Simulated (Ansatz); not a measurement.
# ClH4OSSi: the cost of one run

Program: Ansatz 0.2.0. Level of theory: RKS PBE/def2-SVP. These are calculated values, not measurements.

### Step 1. The starting structure

Bond lengths: S1–O2 1.742 Å, O2–Si3 1.986 Å, Si3–Cl4 1.950 Å, S1–H5 1.345 Å, O2–H6 0.972 Å, Si3–H7 1.452 Å, Si3–H8 1.454 Å. Angles: S1–O2–Si3 122.8°, S1–O2–H6 111.0°, Si3–O2–H6 120.0°, O2–S1–H5 95.0°, O2–Si3–Cl4 105.9°, O2–Si3–H7 93.5°, O2–Si3–H8 89.9°, Cl4–Si3–H7 119.4°, Cl4–Si3–H8 120.2°, H7–Si3–H8 116.4°.

Coordinates:

```xyz
8

S    -0.2243    1.0149   -1.7651
O     0.4982    0.5468   -0.2505
Si   -0.2001   -0.9435    0.8610
Cl   -0.0306   -2.5500   -0.2318
H    -0.7769    2.1443   -1.2864
H     1.4462    0.7602   -0.2361
H    -1.5042   -0.3281    1.0273
H     0.7919   -0.6446    1.8816
```

### Step 2. Relaxing end A

input.yaml

```yaml
crystal:
  periodic: [false, false, false]
  atoms:
    - { symbol: S, position_ang: [-0.22434, 1.01488, -1.76507] }
    - { symbol: O, position_ang: [0.49821, 0.54685, -0.25049] }
    - { symbol: Si, position_ang: [-0.20015, -0.94351, 0.86102] }
    - { symbol: Cl, position_ang: [-0.03058, -2.54999, -0.23177] }
    - { symbol: H, position_ang: [-0.77693, 2.14431, -1.28642] }
    - { symbol: H, position_ang: [1.44616, 0.76016, -0.23613] }
    - { symbol: H, position_ang: [-1.50424, -0.32808, 1.02728] }
    - { symbol: H, position_ang: [0.79188, -0.64463, 1.88159] }
total_charge: 1
basis:
  gaussian: { orbitals: def2-SVP }
hamiltonian:
  xc: pbe
relax:
  f_tol: 0.02
  max_steps: 50
output:
  orbitals: {}
```

On the command line:

```bash
$ ansatz run input.yaml --threads 2 --pin off --max-ram 3072MiB --backend cpu --events-out ev --progress --plain --runs-dir out
```

What time and memory should one allow on 2 threads of Arm Neoverse V1, shared host?

About 11 s, with a peak of 0.14 GiB.
